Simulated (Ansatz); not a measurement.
**CH2SiTe (SMILES C#[Si][TeH]): a rigid scan of the dihedral angle C1–Si2–Te3–H5**

How does the energy rise as the dihedral angle C1–Si2–Te3–H5 leaves its equilibrium value, and do density functionals follow CCSD(T)? No other atom is relaxed.

Method: single points in def2-TZVPP; program: Ansatz 0.2.0, Gaussian basis.

Levels: PBE-D4, r2SCAN-D4, PBE0-D4, B3LYP-D4, wB97M-V, Hartree-Fock, MP2, CCSD, CCSD(T). The scan takes -160.0, -124.0, -88.0, -52.0, -16.0, 20.0, 56.0, 92.0, 128.0, 164.0°.

Correlated methods freeze the cores. Filled d shells of the heavier atoms are correlated. Core potentials replace the inner electrons past krypton, and spin-orbit coupling is left out. B3LYP uses VWN-RPA correlation.

57 further runs of the same task are left out: 57 set aside as unsound or not needed.

### Step 1. Starting geometry

The minimum, relaxed at PBE0-D4: SMILES `C#[Si][TeH]`, 5 atoms, charge 0, spin multiplicity 1.

Atoms are counted from 1 here; the program's logs count them from 0.

Bond lengths: C1–Si2 1.649 Å, C1–H4 1.079 Å, Si2–Te3 2.463 Å, Te3–H5 1.660 Å. Angles: Si2–C1–H4 157.1°, C1–Si2–Te3 114.0°, Si2–Te3–H5 91.6°.

As a file:

```xyz
5
CH2SiTe
C    -1.60223   -0.38796   -0.06821
Si   -0.08143   -0.18985   -0.67481
Te    1.56125    0.60908    0.97800
H    -2.65228   -0.63404   -0.08076
H     2.77468    0.60277   -0.15422
```

Energies of the minimum (eV), from earlier single points: PBE-D4 -16232.50290, r2SCAN-D4 -16239.33882, PBE0-D4 -16233.48796, B3LYP-D4 -16241.07743, wB97M-V -16235.88771, CCSD(T) -16207.63208.

At the minimum the dihedral angle C1–Si2–Te3–H5 is 180.0°.

### Step 2. C1–Si2–Te3–H5 = -160.0°

ccsdt-tzvpp/in.yaml reads:

```yaml
crystal:
  periodic: [false, false, false]
  atoms:
    - {symbol: C, position_ang: [-1.602228, -0.387961, -0.068215]}
    - {symbol: Si, position_ang: [-0.081427, -0.189845, -0.674810]}
    - {symbol: Te, position_ang: [1.561254, 0.609081, 0.978003]}
    - {symbol: H, position_ang: [-2.652283, -0.634040, -0.080756]}
    - {symbol: H, position_ang: [2.579231, 1.140842, -0.220053]}
basis:
  gaussian: {orbitals: def2-TZVPP}
correlation: {method: ccsd_t}
```

No record of the launch command was kept for these runs.

Standard output (excerpt; [...] marks lines left out):

```text
Functional definition: HF
  name "HF"
  cite "Fock, Z. Phys. 61, 126 (1930) doi:10.1007/BF01340294"
  parent pbe
[...]
1069 factors; integrals over basis functions are off by at most 1.2e-3 eV
[...]
mean field -16186.86326189 eV, -594.8562530244 hartree, gradient 2.8e-6 eV, S^2 0.000000; 3 other end points of the search recorded, 0 dependent functions left out; unrestricted orbitals would lower it
10 core orbitals not correlated: weight in the atoms' cores, before any rotation towards them, 1.000 or more for the frozen orbitals, at most 0.000 for the correlated occupied ones
reference -16186.86326189 eV, -594.8562530244 hartree; 13, 13 occupied and 128, 128 virtual orbitals, 1069 factors
second order -19.72947146 eV of doubles, -0.00000000 eV of singles
cycle   1  -18.96626905 eV  change    7.6e-1 eV  update   1.6e-1
[...]
cycle  15  -19.84281751 eV  change    3.8e-6 eV  update   2.1e-5
perturbative correction -0.90796053 eV, -0.0333669340 hartree
Total energy: -16207.61403992 eV, -595.6188300518 hartree
```

Run time: 13 s. Hardware: 2 threads, shared host; peak memory 1.1 GiB.

The other levels were run on the same coordinates; their logs were not kept, and their results stand in the tables.

### Step 3. C1–Si2–Te3–H5 = -124.0°

Changes to ccsdt-tzvpp/in.yaml since step 2:

```diff
@@ -7,3 +7,3 @@
     - {symbol: H, position_ang: [-2.652283, -0.634040, -0.080756]}
-    - {symbol: H, position_ang: [2.579231, 1.140842, -0.220053]}
+    - {symbol: H, position_ang: [1.952765, 1.913262, 0.029205]}
 basis:
```

Standard output (excerpt; [...] marks lines left out):

```text
Functional definition: HF
  name "HF"
  cite "Fock, Z. Phys. 61, 126 (1930) doi:10.1007/BF01340294"
  parent pbe
[...]
1069 factors; integrals over basis functions are off by at most 1.2e-3 eV
[...]
mean field -16186.69670351 eV, -594.8501321169 hartree, gradient 3.4e-6 eV, S^2 0.000000; 1 other end points of the search recorded, 0 dependent functions left out; unrestricted orbitals would lower it
10 core orbitals not correlated: weight in the atoms' cores, before any rotation towards them, 1.000 or more for the frozen orbitals, at most 0.000 for the correlated occupied ones
reference -16186.69670351 eV, -594.8501321169 hartree; 13, 13 occupied and 128, 128 virtual orbitals, 1069 factors
second order -19.79039104 eV of doubles, -0.00000000 eV of singles
cycle   1  -19.00008346 eV  change    7.9e-1 eV  update   1.6e-1
[...]
cycle  15  -19.89972214 eV  change    6.9e-6 eV  update   3.2e-5
perturbative correction -0.92525976 eV, -0.0340026690 hartree
Total energy: -16207.52168541 eV, -595.6154360861 hartree
```

Wall time 14 s (2 threads, shared host); peak memory 1.1 GiB.

### Step 4. C1–Si2–Te3–H5 = -88.0°

Changes to ccsdt-tzvpp/in.yaml since step 3:

```diff
@@ -7,3 +7,3 @@
     - {symbol: H, position_ang: [-2.652283, -0.634040, -0.080756]}
-    - {symbol: H, position_ang: [1.952765, 1.913262, 0.029205]}
+    - {symbol: H, position_ang: [1.188841, 2.193406, 0.653032]}
 basis:
```

Standard output (excerpt; [...] marks lines left out):

```text
Functional definition: HF
  name "HF"
  cite "Fock, Z. Phys. 61, 126 (1930) doi:10.1007/BF01340294"
  parent pbe
[...]
1069 factors; integrals over basis functions are off by at most 1.2e-3 eV
[...]
mean field -16186.58352677 eV, -594.8459729485 hartree, gradient 2.8e-6 eV, S^2 0.000000; 1 other end points of the search recorded, 0 dependent functions left out; unrestricted orbitals would lower it
determinant -16186.58352677 eV, -594.8459729485 hartree, with singles and doubles -16206.61784513 eV, -595.5822205683 hartree
determinant -16183.13937431 eV, -594.7194026800 hartree, with singles and doubles -16202.30028703 eV, -595.4235532346 hartree
10 core orbitals not correlated: weight in the atoms' cores, before any rotation towards them, 1.000 or more for the frozen orbitals, at most 0.000 for the correlated occupied ones
reference -16186.58352677 eV, -594.8459729485 hartree; 13, 13 occupied and 128, 128 virtual orbitals, 1069 factors
second order -19.82896771 eV of doubles, -0.00000000 eV of singles
cycle   1  -19.88984124 eV  change   -5.7e-1 eV  update   3.0e-2
[...]
cycle  12  -19.93446781 eV  change    2.5e-5 eV  update   1.3e-5
perturbative correction -0.93423801 eV, -0.0343326135 hartree
Total energy: -16207.45223259 eV, -595.6128837419 hartree
```

Run time: 15 s. Hardware: 2 threads, shared host; peak memory 1.1 GiB.

### Step 5. C1–Si2–Te3–H5 = -52.0°

Changes to ccsdt-tzvpp/in.yaml since step 4:

```diff
@@ -7,3 +7,3 @@
     - {symbol: H, position_ang: [-2.652283, -0.634040, -0.080756]}
-    - {symbol: H, position_ang: [1.188841, 2.193406, 0.653032]}
+    - {symbol: H, position_ang: [0.579252, 1.874271, 1.413147]}
 basis:
```

Standard output (excerpt; [...] marks lines left out):

```text
Functional definition: HF
  name "HF"
  cite "Fock, Z. Phys. 61, 126 (1930) doi:10.1007/BF01340294"
  parent pbe
[...]
1069 factors; integrals over basis functions are off by at most 1.2e-3 eV
[...]
mean field -16186.65573658 eV, -594.8486266101 hartree, gradient 3.0e-6 eV, S^2 0.000000; 2 other end points of the search recorded, 0 dependent functions left out; unrestricted orbitals would lower it
[...]
10 core orbitals not correlated: weight in the atoms' cores, before any rotation towards them, 1.000 or more for the frozen orbitals, at most 0.000 for the correlated occupied ones
reference -16186.65573658 eV, -594.8486266101 hartree; 13, 13 occupied and 128, 128 virtual orbitals, 1069 factors
second order -19.77886798 eV of doubles, -0.00000000 eV of singles
cycle   1  -18.99711632 eV  change    7.8e-1 eV  update   1.6e-1
[...]
cycle  16  -19.89392016 eV  change    3.1e-6 eV  update   1.5e-5
perturbative correction -0.91978286 eV, -0.0338013967 hartree
Total energy: -16207.46943960 eV, -595.6135160880 hartree
```

Wall time 14 s (2 threads, shared host); peak memory 1.1 GiB.

### Step 6. C1–Si2–Te3–H5 = -16.0°

Changes to ccsdt-tzvpp/in.yaml since step 5:

```diff
@@ -7,3 +7,3 @@
     - {symbol: H, position_ang: [-2.652283, -0.634040, -0.080756]}
-    - {symbol: H, position_ang: [0.579252, 1.874271, 1.413147]}
+    - {symbol: H, position_ang: [0.356839, 1.077753, 2.019211]}
 basis:
```

Standard output (excerpt; [...] marks lines left out):

```text
Functional definition: HF
  name "HF"
  cite "Fock, Z. Phys. 61, 126 (1930) doi:10.1007/BF01340294"
  parent pbe
[...]
1069 factors; integrals over basis functions are off by at most 1.2e-3 eV
[...]
mean field -16186.76659585 eV, -594.8527006129 hartree, gradient 3.0e-6 eV, S^2 0.000000; 4 other end points of the search recorded, 0 dependent functions left out; unrestricted orbitals would lower it
determinant -16186.76659585 eV, -594.8527006129 hartree, with singles and doubles -16206.71654348 eV, -595.5858476658 hartree
determinant -16183.92150444 eV, -594.7481454323 hartree, with singles and doubles -16203.37307303 eV, -595.4629773930 hartree
10 core orbitals not correlated: weight in the atoms' cores, before any rotation towards them, 1.000 or more for the frozen orbitals, at most 0.000 for the correlated occupied ones
reference -16186.76659585 eV, -594.8527006129 hartree; 13, 13 occupied and 128, 128 virtual orbitals, 1069 factors
second order -19.72540852 eV of doubles, -0.00000000 eV of singles
cycle   1  -19.80560917 eV  change   -5.7e-1 eV  update   2.9e-2
[...]
cycle  12  -19.84572337 eV  change    3.0e-5 eV  update   2.2e-5
perturbative correction -0.90420060 eV, -0.0332287593 hartree
Total energy: -16207.51651982 eV, -595.6152462542 hartree
```

Run time: 15 s. Hardware: 2 threads, shared host; peak memory 1.1 GiB.

### Step 7. C1–Si2–Te3–H5 = 20.0°

Changes to ccsdt-tzvpp/in.yaml since step 6:

```diff
@@ -7,3 +7,3 @@
     - {symbol: H, position_ang: [-2.652283, -0.634040, -0.080756]}
-    - {symbol: H, position_ang: [0.356839, 1.077753, 2.019211]}
+    - {symbol: H, position_ang: [0.606558, 0.108097, 2.239729]}
 basis:
```

Standard output (excerpt; [...] marks lines left out):

```text
Functional definition: HF
  name "HF"
  cite "Fock, Z. Phys. 61, 126 (1930) doi:10.1007/BF01340294"
  parent pbe
[...]
1069 factors; integrals over basis functions are off by at most 1.2e-3 eV
[...]
mean field -16186.75861998 eV, -594.8524075054 hartree, gradient 2.8e-6 eV, S^2 0.000000; 3 other end points of the search recorded, 0 dependent functions left out; unrestricted orbitals would lower it
[...]
10 core orbitals not correlated: weight in the atoms' cores, before any rotation towards them, 1.000 or more for the frozen orbitals, at most 0.000 for the correlated occupied ones
reference -16186.75861998 eV, -594.8524075054 hartree; 13, 13 occupied and 128, 128 virtual orbitals, 1069 factors
second order -19.72896956 eV of doubles, -0.00000000 eV of singles
cycle   1  -18.96839009 eV  change    7.6e-1 eV  update   1.6e-1
[...]
cycle  15  -19.84904910 eV  change    1.4e-6 eV  update   2.2e-5
perturbative correction -0.90524457 eV, -0.0332671243 hartree
Total energy: -16207.51291365 eV, -595.6151137300 hartree
```

It took 13 s on 2 threads, shared host; peak memory 1.1 GiB.

### Step 8. C1–Si2–Te3–H5 = 56.0°

Changes to ccsdt-tzvpp/in.yaml since step 7:

```diff
@@ -7,3 +7,3 @@
     - {symbol: H, position_ang: [-2.652283, -0.634040, -0.080756]}
-    - {symbol: H, position_ang: [0.606558, 0.108097, 2.239729]}
+    - {symbol: H, position_ang: [1.233024, -0.664323, 1.990471]}
 basis:
```

Standard output (excerpt; [...] marks lines left out):

```text
Functional definition: HF
  name "HF"
  cite "Fock, Z. Phys. 61, 126 (1930) doi:10.1007/BF01340294"
  parent pbe
[...]
1069 factors; integrals over basis functions are off by at most 1.2e-3 eV
[...]
mean field -16186.64170448 eV, -594.8481109398 hartree, gradient 3.1e-6 eV, S^2 0.000000; 0 other end points of the search recorded, 0 dependent functions left out; unrestricted orbitals would lower it
[...]
10 core orbitals not correlated: weight in the atoms' cores, before any rotation towards them, 1.000 or more for the frozen orbitals, at most 0.000 for the correlated occupied ones
reference -16186.64170448 eV, -594.8481109398 hartree; 13, 13 occupied and 128, 128 virtual orbitals, 1069 factors
second order -19.78655137 eV of doubles, -0.00000000 eV of singles
cycle   1  -19.00122651 eV  change    7.9e-1 eV  update   1.6e-1
[...]
cycle  16  -19.90050784 eV  change    3.4e-6 eV  update   1.5e-5
perturbative correction -0.92197978 eV, -0.0338821321 hartree
Total energy: -16207.46419210 eV, -595.6133232460 hartree
```

Wall time 13 s (2 threads, shared host); peak memory 1.1 GiB.

### Step 9. C1–Si2–Te3–H5 = 92.0°

Changes to ccsdt-tzvpp/in.yaml since step 8:

```diff
@@ -7,3 +7,3 @@
     - {symbol: H, position_ang: [-2.652283, -0.634040, -0.080756]}
-    - {symbol: H, position_ang: [1.233024, -0.664323, 1.990471]}
+    - {symbol: H, position_ang: [1.996948, -0.944468, 1.366644]}
 basis:
```

Standard output (excerpt; [...] marks lines left out):

```text
Functional definition: HF
  name "HF"
  cite "Fock, Z. Phys. 61, 126 (1930) doi:10.1007/BF01340294"
  parent pbe
[...]
1069 factors; integrals over basis functions are off by at most 1.2e-3 eV
[...]
mean field -16186.58671556 eV, -594.8460901342 hartree, gradient 2.8e-6 eV, S^2 0.000000; 2 other end points of the search recorded, 0 dependent functions left out; unrestricted orbitals would lower it
determinant -16186.58671556 eV, -594.8460901342 hartree, with singles and doubles -16206.62104083 eV, -595.5823380082 hartree
determinant -16183.13556733 eV, -594.7192627762 hartree, with singles and doubles -16202.29354965 eV, -595.4233056405 hartree
10 core orbitals not correlated: weight in the atoms' cores, before any rotation towards them, 1.000 or more for the frozen orbitals, at most 0.000 for the correlated occupied ones
reference -16186.58671556 eV, -594.8460901342 hartree; 13, 13 occupied and 128, 128 virtual orbitals, 1069 factors
second order -19.82937983 eV of doubles, -0.00000000 eV of singles
cycle   1  -19.88989900 eV  change   -5.7e-1 eV  update   3.0e-2
[...]
cycle  13  -19.93453340 eV  change    3.2e-6 eV  update   5.4e-6
perturbative correction -0.93450632 eV, -0.0343424738 hartree
Total energy: -16207.45575528 eV, -595.6130131984 hartree
```

Wall time 17 s (2 threads, shared host); peak memory 1.1 GiB.

### Step 10. C1–Si2–Te3–H5 = 128.0°

Changes to ccsdt-tzvpp/in.yaml since step 9:

```diff
@@ -7,3 +7,3 @@
     - {symbol: H, position_ang: [-2.652283, -0.634040, -0.080756]}
-    - {symbol: H, position_ang: [1.996948, -0.944468, 1.366644]}
+    - {symbol: H, position_ang: [2.606537, -0.625332, 0.606529]}
 basis:
```

Standard output (excerpt; [...] marks lines left out):

```text
Functional definition: HF
  name "HF"
  cite "Fock, Z. Phys. 61, 126 (1930) doi:10.1007/BF01340294"
  parent pbe
[...]
1069 factors; integrals over basis functions are off by at most 1.2e-3 eV
[...]
mean field -16186.71720339 eV, -594.8508854737 hartree, gradient 3.2e-6 eV, S^2 0.000000; 3 other end points of the search recorded, 0 dependent functions left out; unrestricted orbitals would lower it
10 core orbitals not correlated: weight in the atoms' cores, before any rotation towards them, 1.000 or more for the frozen orbitals, at most 0.000 for the correlated occupied ones
reference -16186.71720339 eV, -594.8508854737 hartree; 13, 13 occupied and 128, 128 virtual orbitals, 1069 factors
second order -19.78254007 eV of doubles, -0.00000000 eV of singles
cycle   1  -18.99579833 eV  change    7.9e-1 eV  update   1.6e-1
[...]
cycle  15  -19.89264973 eV  change    6.1e-6 eV  update   3.2e-5
perturbative correction -0.92316723 eV, -0.0339257700 hartree
Total energy: -16207.53302035 eV, -595.6158526375 hartree
```

Wall time 14 s (2 threads, shared host); peak memory 1.1 GiB.

### Step 11. C1–Si2–Te3–H5 = 164.0°

Changes to ccsdt-tzvpp/in.yaml since step 10:

```diff
@@ -7,3 +7,3 @@
     - {symbol: H, position_ang: [-2.652283, -0.634040, -0.080756]}
-    - {symbol: H, position_ang: [2.606537, -0.625332, 0.606529]}
+    - {symbol: H, position_ang: [2.828950, 0.171185, 0.000465]}
 basis:
```

Standard output (excerpt; [...] marks lines left out):

```text
Functional definition: HF
  name "HF"
  cite "Fock, Z. Phys. 61, 126 (1930) doi:10.1007/BF01340294"
  parent pbe
[...]
1069 factors; integrals over basis functions are off by at most 1.2e-3 eV
[...]
mean field -16186.87457362 eV, -594.8566687231 hartree, gradient 2.9e-6 eV, S^2 0.000000; 4 other end points of the search recorded, 0 dependent functions left out; unrestricted orbitals would lower it
determinant -16186.87457362 eV, -594.8566687231 hartree, with singles and doubles -16206.81719556 eV, -595.5895465615 hartree
determinant -16184.00919701 eV, -594.7513680747 hartree, with singles and doubles -16203.43265008 eV, -595.4651668093 hartree
10 core orbitals not correlated: weight in the atoms' cores, before any rotation towards them, 1.000 or more for the frozen orbitals, at most 0.000 for the correlated occupied ones
reference -16186.87457362 eV, -594.8566687231 hartree; 13, 13 occupied and 128, 128 virtual orbitals, 1069 factors
second order -19.72559987 eV of doubles, -0.00000000 eV of singles
cycle   1  -19.79908091 eV  change   -5.7e-1 eV  update   2.9e-2
[...]
cycle  12  -19.83902795 eV  change    3.0e-5 eV  update   2.1e-5
perturbative correction -0.90678575 eV, -0.0333237618 hartree
Total energy: -16207.62038733 eV, -595.6190633146 hartree
```

Wall time 16 s (2 threads, shared host); peak memory 1.1 GiB.

### Step 12. All points together

Energies less that of the minimum at the same level (kcal/mol):

| dihedral angle (°) | PBE-D4 | r2SCAN-D4 | PBE0-D4 | B3LYP-D4 | wB97M-V | Hartree-Fock | MP2 | CCSD | CCSD(T) |
| --- | --- | --- | --- | --- | --- | --- | --- | --- | --- |
| -160.0 | 0.5 | 0.6 | 0.6 | 0.6 | 0.6 | 0.7 | 0.5 | 0.5 | 0.4 |
| -124.0 | 3.3 | 3.6 | 3.6 | 3.5 | 3.6 | 4.6 | 2.9 | 3.0 | 2.5 |
| -88.0 | 5.3 | 5.8 | 5.7 | 5.7 | 5.6 | 7.2 | 4.6 | 4.8 | 4.1 |
| -52.0 | 4.5 | 4.8 | 4.7 | 4.7 | 4.5 | 5.5 | 4.1 | 4.1 | 3.8 |
| -16.0 | 2.9 | 2.9 | 2.9 | 2.9 | 2.6 | 3.0 | 2.8 | 2.7 | 2.7 |
| 20.0 | 3.0 | 3.1 | 3.0 | 3.0 | 2.8 | 3.2 | 2.9 | 2.8 | 2.7 |
| 56.0 | 4.7 | 5.0 | 4.9 | 4.9 | 4.7 | 5.8 | 4.3 | 4.3 | 3.9 |
| 92.0 | 5.3 | 5.7 | 5.6 | 5.6 | 5.6 | 7.1 | 4.6 | 4.8 | 4.1 |
| 128.0 | 2.9 | 3.2 | 3.2 | 3.2 | 3.2 | 4.1 | 2.6 | 2.7 | 2.3 |
| 164.0 | 0.3 | 0.4 | 0.4 | 0.4 | 0.4 | 0.5 | 0.3 | 0.3 | 0.3 |
| 180.0 (minimum) | 0.0 | 0.0 | 0.0 | 0.0 | 0.0 | 0.0 | 0.0 | 0.0 | 0.0 |

Miss and cost, level by level (times from a shared host):

| method | RMS deviation from CCSD(T) (kcal/mol) | mean time a point |
| --- | --- | --- |
| PBE-D4 | 0.7 | 0.99 s |
| r2SCAN-D4 | 1.0 | 1.7 s |
| PBE0-D4 | 1.0 | 1.2 s |
| B3LYP-D4 | 0.9 | 1.2 s |
| wB97M-V | 0.9 | 3.6 s |
| Hartree-Fock | 1.8 | part of the CCSD(T) run |
| MP2 | 0.3 | part of the CCSD(T) run |
| CCSD | 0.4 | part of the CCSD(T) run |
| CCSD(T) | 0 | 14 s |

The best functional, PBE-D4, misses by 0.7 kcal/mol and takes 0.99 s a point, against 14 s for CCSD(T).

### Step 13. What came out

```
                  quantity                                                                                                            value
    highest point, CCSD(T)                                                                                          4.1 kcal/mol at -88.0 °
     lowest point, CCSD(T)                                                                                          0.0 kcal/mol at 180.0 °
RMS deviation from CCSD(T)  PBE-D4 0.7, r2SCAN-D4 1.0, PBE0-D4 1.0, B3LYP-D4 0.9, wB97M-V 0.9, Hartree-Fock 1.8, MP2 0.3, CCSD 0.4 kcal/mol
     largest T1 diagnostic                                                                                                            0.043
```

In words: Over the points sampled the torsion costs at most 4.1 kcal/mol, a hindered rotation that is fast at room temperature. A rigid scan overstates barriers, since nothing else may give way. MP2 follows the CCSD(T) curve best and Hartree-Fock worst. The T1 diagnostic is large here, over the usual mark for main-group molecules (transition-metal compounds often pass it harmlessly), so CCSD(T) itself may be off. The restricted Hartree–Fock reference is unstable towards an unrestricted one at one or more of these structures.
